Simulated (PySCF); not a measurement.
**SnHCl3: a look at the electrons**

For SnHCl3, the scripts below analyse its density (charges, bond critical points, surface potential), see where an electron leaves and enters and measure its response to a uniform field.

Method: levels as typed in each script, gas phase, geometry from GFN2-xTB; program: PySCF 2.14.0.

## 1. The system as given

SMILES `Cl[SnH](Cl)Cl`, 5 atoms, charge 0, spin multiplicity 1.

Bond lengths: Cl1–Sn2 2.303 Å, Sn2–Cl3 2.303 Å, Sn2–Cl4 2.303 Å, Sn2–H5 1.742 Å. Angles: Cl1–Sn2–Cl3 106.6°, Cl1–Sn2–Cl4 106.6°, Cl1–Sn2–H5 112.3°, Cl3–Sn2–Cl4 106.6°, Cl3–Sn2–H5 112.2°, Cl4–Sn2–H5 112.2°.

Geometry (Å):

```mol
Cl3HSn
  3D, bonds by distance, orders not assigned

  5  4  0  0  0  0  0  0  0  0999 V2000
    0.7219    2.0062   -0.4519 Cl  0  0
   -0.0001   -0.0001    0.4180 Sn  0  0
    1.3767   -1.6278   -0.4522 Cl  0  0
   -2.0984   -0.3778   -0.4522 Cl  0  0
   -0.0003   -0.0022    2.1597 H   0  0
  1  2  8  0
  2  3  8  0
  2  4  8  0
  2  5  8  0
M  END
```

## 2. Density, bond paths and surface potential (PBE/def2-tzvp)

File input.py:

```python
import numpy as np
from pyscf import gto, scf, dft
from pyscf.scf import atom_ks, atom_hf
from scipy.linalg import block_diag

def solve(mol, dm0=None, hcore=None):
    mf = (dft.UKS if mol.spin else dft.RKS)(mol, xc='pbe')
    mf.grids.level = 3
    mf = mf.density_fit(auxbasis='def2-universal-jkfit')
    mf.conv_tol, mf.max_cycle = 1e-8, 80
    if hcore is not None:
        mf.get_hcore = lambda *args: hcore
    mf.kernel(dm0)
    if not mf.converged:
        mf = mf.newton().run(mf.mo_coeff, mf.mo_occ, max_cycle=30)
    assert mf.converged, 'SCF not converged'
    return mf

mol = gto.M(atom='''
Cl     0.72191     2.00622    -0.45187
Sn    -0.00007    -0.00015     0.41796
Cl     1.37672    -1.62784    -0.45224
Cl    -2.09842    -0.37780    -0.45222
H     -0.00034    -0.00217     2.15975
''', basis='def2-tzvp', ecp={'Sn': 'def2-tzvp'}, charge=0, spin=0, verbose=4)
mf = solve(mol)
mf.analyze()
# spherically averaged free atoms, for the promolecule
atom_ks.AtomSphAverageRKS.init_guess_by_vsap = lambda self, mol=None: self.init_guess_by_minao(mol)  # core potentials
atm = atom_ks.get_atm_nrks(mol, xc='pbe')
pro = block_diag(*[(atm[a[0]][2] * atm[a[0]][3]) @ atm[a[0]][2].T for a in mol._atom])
np.savez('result.npz', e=mf.e_tot, c=mf.mo_coeff, occ=mf.mo_occ, eps=mf.mo_energy, pro=pro, dip=mf.dip_moment(verbose=0), s2=mf.spin_square()[0])
```

On the command line:

```bash
$ OMP_NUM_THREADS=1 python input.py
```

## 4. Removing and adding an electron (PBE/def2-tzvp)

File input.py:

```python
import numpy as np
from pyscf import gto, scf, dft
from pyscf.scf import atom_ks, atom_hf
from scipy.linalg import block_diag

def solve(mol, dm0=None, hcore=None):
    mf = (dft.UKS if mol.spin else dft.RKS)(mol, xc='pbe')
    mf.grids.level = 3
    mf = mf.density_fit(auxbasis='def2-universal-jkfit')
    mf.conv_tol, mf.max_cycle = 1e-8, 80
    if hcore is not None:
        mf.get_hcore = lambda *args: hcore
    mf.kernel(dm0)
    if not mf.converged:
        mf = mf.newton().run(mf.mo_coeff, mf.mo_occ, max_cycle=30)
    assert mf.converged, 'SCF not converged'
    return mf

mol = gto.M(atom='''
Cl     0.72191     2.00622    -0.45187
Sn    -0.00007    -0.00015     0.41796
Cl     1.37672    -1.62784    -0.45224
Cl    -2.09842    -0.37780    -0.45222
H     -0.00034    -0.00217     2.15975
''', basis='def2-tzvp', ecp={'Sn': 'def2-tzvp'}, charge=0, spin=0, verbose=4)
mf = solve(mol)
out = dict(e0=mf.e_tot, dm0=mf.make_rdm1(), c=mf.mo_coeff, occ=mf.mo_occ, eps=mf.mo_energy)
for name, dq, spin in [('cation', 1, 1)]:
    ion = mol.copy().set(charge=mol.charge + dq, spin=spin).build()
    mi = solve(ion)
    if spin and dq > 0 and mol.nao < 130:
        c, _, stable, _ = mi.stability(return_status=True)
        if not stable:
            mi = solve(ion, mi.make_rdm1(c, mi.mo_occ))
    print(name, 'vertical energy change / eV', (mi.e_tot - mf.e_tot) * 27.211386)
    out.update({'e_' + name: mi.e_tot, 'dm_' + name: mi.make_rdm1(), 's2_' + name: mi.spin_square()[0], 'eps_' + name: mi.mo_energy, 'occ_' + name: mi.mo_occ})
# spherically averaged free atoms, for the promolecule
atom_ks.AtomSphAverageRKS.init_guess_by_vsap = lambda self, mol=None: self.init_guess_by_minao(mol)  # core potentials
atm = atom_ks.get_atm_nrks(mol, xc='pbe')
pro = block_diag(*[(atm[a[0]][2] * atm[a[0]][3]) @ atm[a[0]][2].T for a in mol._atom])
np.savez('result.npz', pro=pro, **out)
```

## 6. Response to an electric field (PBE/def2-tzvp)

Changes to input.py since step 4:

```diff
@@ -25,13 +25,10 @@
 ''', basis='def2-tzvp', ecp={'Sn': 'def2-tzvp'}, charge=0, spin=0, verbose=4)
+field = np.array([0.004, 0.0, 0.0])  # atomic units
+mol.set_common_orig(mol.atom_charges() @ mol.atom_coords() / mol.atom_charges().sum())
 mf = solve(mol)
-out = dict(e0=mf.e_tot, dm0=mf.make_rdm1(), c=mf.mo_coeff, occ=mf.mo_occ, eps=mf.mo_energy)
-for name, dq, spin in [('cation', 1, 1)]:
-    ion = mol.copy().set(charge=mol.charge + dq, spin=spin).build()
-    mi = solve(ion)
-    if spin and dq > 0 and mol.nao < 130:
-        c, _, stable, _ = mi.stability(return_status=True)
-        if not stable:
-            mi = solve(ion, mi.make_rdm1(c, mi.mo_occ))
-    print(name, 'vertical energy change / eV', (mi.e_tot - mf.e_tot) * 27.211386)
-    out.update({'e_' + name: mi.e_tot, 'dm_' + name: mi.make_rdm1(), 's2_' + name: mi.spin_square()[0], 'eps_' + name: mi.mo_energy, 'occ_' + name: mi.mo_occ})
+out = dict(dm0=mf.make_rdm1(), d0=mf.dip_moment(unit='AU'), e0=mf.e_tot)
+for name, sign in (('p', 1), ('m', -1)):
+    h = mf.get_hcore() + sign * np.einsum('x,xij->ij', field, mol.intor('int1e_r'))
+    mi = solve(mol, mf.make_rdm1(), h)
+    out.update({'dm' + name: mi.make_rdm1(), 'd' + name: mi.dip_moment(unit='AU'), 'e' + name: mi.e_tot})
 # spherically averaged free atoms, for the promolecule
```

(Steps that only read results are left out.)

What does the calculation give? Wanted: dipole moment; HOMO, LUMO; vertical ionisation energy; polarisability along the field.

**Answer**, as computed:

| quantity | value |
| --- | --- |
| dipole moment (PBE/def2-tzvp) | 1.98 D |
| HOMO, LUMO (PBE/def2-tzvp) | -7.96, -3.28 eV |
| vertical ionisation energy (PBE/def2-tzvp) | 10.74 eV |
| polarisability along the field (PBE/def2-tzvp) | 79.3 bohr³ |

At PBE/def2-tzvp: The highest Hirshfeld charge is on Sn2 (+0.50 e), the lowest on Cl1, Cl3 and Cl4 (−0.16 e). The ionisation energy from two SCF runs, 10.74 eV, lies 2.8 eV above −ε(HOMO) = 7.96 eV of the same level, PBE/def2-tzvp, since self-interaction lifts this functional's HOMO. All values hold at the given geometry, in the gas phase.
